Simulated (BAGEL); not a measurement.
# TiHCl3O (SMILES Cl[Ti](Cl)(Cl)O): RI-MP2/def2-SVP (density fitting with qzvpp-jkfit)

What is the energy change on altering one bond length of TiHCl3O at RI-MP2/def2-SVP (density fitting with qzvpp-jkfit)? 

The results are computed with BAGEL 1.2.2.

7 further runs of the same task are left out: 6 that didn't finish, 1 set aside as unsound or not needed.

## Step 1: The molecule

TiHCl3O: 6 atoms, total charge 0, spin state singlet. SMILES: `Cl[Ti](Cl)(Cl)O`. Geometry: relaxed at PBE0-D4/def2-TZVP.

Bond lengths: Cl1–Ti2 2.179 Å, Ti2–Cl3 2.179 Å, Ti2–Cl4 2.180 Å, Ti2–O5 1.745 Å, O5–H6 0.958 Å. Angles: Cl1–Ti2–Cl3 108.5°, Cl1–Ti2–Cl4 110.3°, Cl1–Ti2–O5 109.1°, Cl3–Ti2–Cl4 110.3°, Cl3–Ti2–O5 109.1°, Cl4–Ti2–O5 109.5°, Ti2–O5–H6 146.9°.

## Step 2: A single-point energy at RI-MP2/def2-SVP (density fitting with qzvpp-jkfit)

Contents of calc.json:

```json
{ "bagel": [

{
  "title": "molecule",
  "basis": "svp",
  "df_basis": "qzvpp-jkfit",
  "angstrom": "true",
  "geometry": [
    { "atom": "Cl", "xyz": [   -1.629250,   -0.831330,    1.360800 ] },
    { "atom": "Ti", "xyz": [   -0.080580,   -0.347470,   -0.093680 ] },
    { "atom": "Cl", "xyz": [    1.757320,   -1.362960,    0.488070 ] },
    { "atom": "Cl", "xyz": [   -0.693400,   -0.978720,   -2.087950 ] },
    { "atom": "O", "xyz": [    0.191890,    1.375840,   -0.087440 ] },
    { "atom": "H", "xyz": [    0.454040,    2.144630,    0.420190 ] }
  ]
},
{ "title": "hf" },
{ "title": "mp2", "ncore": 21 }

]}
```

Launch:

```console
BAGEL_NUM_THREADS=1 BAGEL calc.json > calc.out
```

The program printed:

```text
* using 1 threads per process

  ===============================================================
  ===============================================================

  *** Geometry ***

  { "atom" : "Cl", "xyz" : [     -3.078836,     -1.570986,      2.571539 ] },
  { "atom" : "Ti", "xyz" : [     -0.152274,     -0.656623,     -0.177030 ] },
  { "atom" : "Cl", "xyz" : [      3.320854,     -2.575621,      0.922319 ] },
  { "atom" : "Cl", "xyz" : [     -1.310336,     -1.849513,     -3.945654 ] },
  { "atom" : "O", "xyz" : [      0.362620,      2.599961,     -0.165238 ] },
  { "atom" : "H", "xyz" : [      0.858011,      4.052763,      0.794044 ] },

  Number of auxiliary basis functions:      743

  Since a DF basis is specified, we compute 2- and 3-index integrals:
    o Being stored without compression. Storage requirement is 0.064 GB

  Number of basis functions:      104
  Number of electrons      :       82

    * METHOD: MOLECULE                             0.35

  *** RHF ***

  === Nuclear Repulsion ===
   537.7271692348

      * DIIS with orbital gradients will be used.

  === RHF iteration (svp) ===
      0      -2301.55255381          0.01943217           0.15
      1      -2300.61158760          0.04817843           0.14
      2      -2301.96374766          0.00356374           0.14
      3      -2301.97350336          0.00098197           0.14
      4      -2301.97459357          0.00034120           0.14
      5      -2301.97478876          0.00010743           0.14
      6      -2301.97482948          0.00003557           0.14
      7      -2301.97483428          0.00001333           0.14
      8      -2301.97483499          0.00000307           0.14
      9      -2301.97483500          0.00000177           0.14
     10      -2301.97483501          0.00000061           0.14
     11      -2301.97483501          0.00000024           0.14
     12      -2301.97483501          0.00000013           0.14
     13      -2301.97483501          0.00000005           0.14
     14      -2301.97483501          0.00000002           0.14
     15      -2301.97483501          0.00000001           0.14
    * SCF iteration converged.

    * Permanent dipole moment:
           (   -0.260233,    -0.984272,    -0.376171) a.u.

    * METHOD: HF                                   2.50

  *** RHF ***

  === Nuclear Repulsion ===
   537.7271692348

      * DIIS with orbital gradients will be used.

  === RHF iteration (svp) ===
      0      -2301.97483501          0.00000001           0.14
    * SCF iteration converged.

    * Permanent dipole moment:
           (   -0.260233,    -0.984272,    -0.376171) a.u.

  === DF-MP2 calculation ===

    * freezing 21 orbitals
    * 3-index integral transformation done
    * assembly done

      MP2 correlation energy:   -0.9100419537      0.07

      MP2 total energy:       -2302.8848769644

    * METHOD: MP2                                  0.35

  ===============================================================
```

It took 3.6 s on 1 thread of AMD EPYC 9R45 (Zen 5), shared host; peak memory 0.26 GiB.

## Step 3: The distorted shape, same level

Contents of job.json:

```json
{ "bagel": [

{
  "title": "molecule",
  "basis": "svp",
  "df_basis": "qzvpp-jkfit",
  "angstrom": true,
  "geometry": [
    { "atom": "Cl", "xyz": [      -2.868195,      -1.218421,       2.524392 ] },
    { "atom": "Ti", "xyz": [      -0.080580,      -0.347470,      -0.093680 ] },
    { "atom": "Cl", "xyz": [       1.757320,      -1.362960,       0.488070 ] },
    { "atom": "Cl", "xyz": [      -0.693400,      -0.978720,      -2.087950 ] },
    { "atom": "O", "xyz": [       0.191890,       1.375840,      -0.087440 ] },
    { "atom": "H", "xyz": [       0.454040,       2.144630,       0.420190 ] }
  ]
},

{ "title": "hf" },

{ "title": "mp2", "ncore": 21 }

]}
```

Launch:

```console
BAGEL_NUM_THREADS=1 BAGEL job.json > job.out
```

The program printed:

```text
* using 1 threads per process

  ===============================================================
  ===============================================================

  *** Geometry ***

  { "atom" : "Cl", "xyz" : [     -5.420103,     -2.302482,      4.770410 ] },
  { "atom" : "Ti", "xyz" : [     -0.152274,     -0.656623,     -0.177030 ] },
  { "atom" : "Cl", "xyz" : [      3.320854,     -2.575621,      0.922319 ] },
  { "atom" : "Cl", "xyz" : [     -1.310336,     -1.849513,     -3.945654 ] },
  { "atom" : "O", "xyz" : [      0.362620,      2.599961,     -0.165238 ] },
  { "atom" : "H", "xyz" : [      0.858011,      4.052763,      0.794044 ] },

  Number of auxiliary basis functions:      743

  Since a DF basis is specified, we compute 2- and 3-index integrals:
    o Being stored without compression. Storage requirement is 0.064 GB

  Number of basis functions:      104
  Number of electrons      :       82

    * METHOD: MOLECULE                             0.35

  *** RHF ***

  === Nuclear Repulsion ===
   463.5061709610

      * DIIS with orbital gradients will be used.

  === RHF iteration (svp) ===
      0      -2301.26051898          0.01994611           0.15
      1      -2286.29785134          0.09746491           0.14
      2      -2301.69413861          0.00993163           0.14
      3      -2301.79064391          0.00194559           0.14
      4      -2301.79948467          0.00082163           0.14
      5      -2301.80140615          0.00046188           0.14
      6      -2301.80217423          0.00019089           0.14
      7      -2301.80229982          0.00005476           0.14
      8      -2301.80230750          0.00005212           0.14
      9      -2301.80231580          0.00001770           0.14
     10      -2301.80231730          0.00000767           0.14
     11      -2301.80231751          0.00000438           0.14
     12      -2301.80231759          0.00000215           0.14
     13      -2301.80231762          0.00000102           0.14
     14      -2301.80231762          0.00000082           0.14
     15      -2301.80231762          0.00000041           0.14
     16      -2301.80231762          0.00000017           0.14
     17      -2301.80231762          0.00000008           0.14
     18      -2301.80231762          0.00000005           0.14
     19      -2301.80231762          0.00000003           0.14
     20      -2301.80231762          0.00000002           0.14
     21      -2301.80231762          0.00000001           0.14
     22      -2301.80231762          0.00000001           0.14
    * SCF iteration converged.

    * Permanent dipole moment:
           (   -2.774216,    -1.652427,     1.979190) a.u.

    * METHOD: HF                                   3.53

  *** RHF ***

  === Nuclear Repulsion ===
   463.5061709610

      * DIIS with orbital gradients will be used.

  === RHF iteration (svp) ===
      0      -2301.80231762          0.00000000           0.14
    * SCF iteration converged.

    * Permanent dipole moment:
           (   -2.774216,    -1.652426,     1.979190) a.u.

  === DF-MP2 calculation ===

    * freezing 21 orbitals
    * 3-index integral transformation done
    * assembly done

      MP2 correlation energy:   -0.9256718635      0.07

      MP2 total energy:       -2302.7279894850

    * METHOD: MP2                                  0.36

  ===============================================================
```

It took 4.5 s on 1 thread of AMD EPYC 9R45 (Zen 5), shared host; peak memory 0.26 GiB.

## Step 4: Results

At RI-MP2/def2-SVP (density fitting with qzvpp-jkfit), 21 core orbitals frozen:

```
                                                           quantity           value
                                          first shape: total energy  -2302.88488 Eh
          first shape: correlation energy (21 core orbitals frozen)      -910.0 mEh
                                      distorted shape: total energy  -2302.72799 Eh
      distorted shape: correlation energy (21 core orbitals frozen)      -925.7 mEh
energy change with the Cl1–Ti2 bond stretched from 2.179 to 3.922 Å        4.269 eV
```

What this shows: One bond (distorted shape) is far stretched, which a spin-restricted single reference describes badly; perturbation theory on it can break down and give far too much correlation. With the Cl1–Ti2 bond stretched from 2.179 to 3.922 Å the energy rises by 4.27 eV (412 kJ/mol). The first shape isn't relaxed at this level, so the change isn't measured from a minimum. A restricted reference can't describe the breaking bond well at this length.
